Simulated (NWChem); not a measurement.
# HF/def2-SVP run of C2H6Se (SMILES C[Se]C)

Aim: the vertical ionisation energy of C2H6Se at HF/def2-SVP, from 2 runs. 

The results are computed with NWChem 7.3.0.

## 1. The structure to begin with

C2H6Se: 9 atoms, total charge 0, spin state singlet. As SMILES, `C[Se]C`. The coordinates come from a PBE0-D4/def2-TZVP relaxation.

Bond lengths: C1–Se2 1.940 Å, Se2–C3 1.940 Å, C1–H4 1.090 Å, C1–H5 1.089 Å, C1–H6 1.090 Å, C3–H7 1.090 Å, C3–H8 1.090 Å, C3–H9 1.089 Å. Some angles: C1–Se2–C3 96.9°, Se2–C1–H4 110.4°, Se2–C1–H5 107.0°, Se2–C1–H6 110.4°, Se2–C3–H7 110.4°, Se2–C3–H8 110.4°, Se2–C3–H9 107.0°, H4–C1–H5 109.3°, H4–C1–H6 110.4°, H5–C1–H6 109.3°.

## 2. The energy at HF/def2-SVP

File calc.xyz:

```xyz
9
C2H6Se hf
C     -0.594400     0.668400    -1.138000
Se     1.137100     0.569700    -0.268200
C      0.625700    -0.672800     1.131400
H     -0.892600    -0.313800    -1.503200
H     -0.489400     1.349300    -1.982000
H     -1.343000     1.060700    -0.450400
H     -0.158200    -0.242200     1.753800
H      0.291600    -1.615500     0.699100
H      1.511500    -0.850200     1.740300
```

File calc.nw:

```
start calc
title "C2H6Se hf"
memory total 2200 mb

geometry noautosym nocenter noautoz
  load format xyz calc.xyz
end

basis spherical bse
  * library def2-SVP
end

scf
  thresh 1e-08
  maxiter 80
  noprint "final vectors analysis"
end

task scf energy
```

Command:

```
$ nwchem calc.nw > calc.out
```

What it wrote:

```text
[...]
  functions       =    90
[...]
  wavefunction    = RHF
[...]
         Total SCF energy =  -2478.709503697516
      One-electron energy =  -3822.539385631876
      Two-electron energy =   1156.760968827188
 Nuclear repulsion energy =    187.068913107172
        Time for solution =     13.0s
[...]
```

Wall time 14 s (1 thread of Intel Xeon Platinum 8559C (Emerald Rapids), shared host); peak memory 0.099 GiB.

## 3. The doublet cation at the same level

File c2h6se.nw:

```
START c2h6se
TITLE "C2H6Se"
memory stack 880 mb heap 220 mb global 1100 mb
charge 1
GEOMETRY noautosym nocenter noautoz
  C     -0.594400     0.668400    -1.138000
  Se     1.137100     0.569700    -0.268200
  C      0.625700    -0.672800     1.131400
  H     -0.892600    -0.313800    -1.503200
  H     -0.489400     1.349300    -1.982000
  H     -1.343000     1.060700    -0.450400
  H     -0.158200    -0.242200     1.753800
  H      0.291600    -1.615500     0.699100
  H      1.511500    -0.850200     1.740300
END
BASIS spherical bse
  * library def2-SVP
END
SCF
  doublet
  uhf
  thresh 1e-08
  maxiter 80
  print low
END
TASK scf energy
```

Command:

```
$ nwchem c2h6se.nw > c2h6se.out
```

What it wrote:

```text
[...]
  functions       =    90
[...]
  wavefunction    = UHF
[...]
         Total SCF energy =  -2478.438451134725
      One electron energy =  -3807.855846777600
      Two electron energy =   1142.348482535703
 Nuclear repulsion energy =    187.068913107172
                       Sz =      0.5000
                 Sz(Sz+1) =      0.7500
                      S^2 =      0.7631
[...]
```

Run time: 22 s. Hardware: 1 thread of Intel Xeon Platinum 8559C (Emerald Rapids), shared host; peak memory 0.098 GiB.

## 4. Summary of results

Level: HF/def2-SVP.

```
                                          quantity           value
                      singlet C2H6Se: total energy  -2478.70950 Eh
                     singlet C2H6Se: dipole moment          1.60 D
                      doublet cation: total energy  -2478.43845 Eh
                              doublet cation: ⟨S²⟩           0.763
vertical ionisation energy (to the doublet cation)        7.376 eV
```

The vertical ionisation energy comes to 7.38 eV (712 kJ/mol).
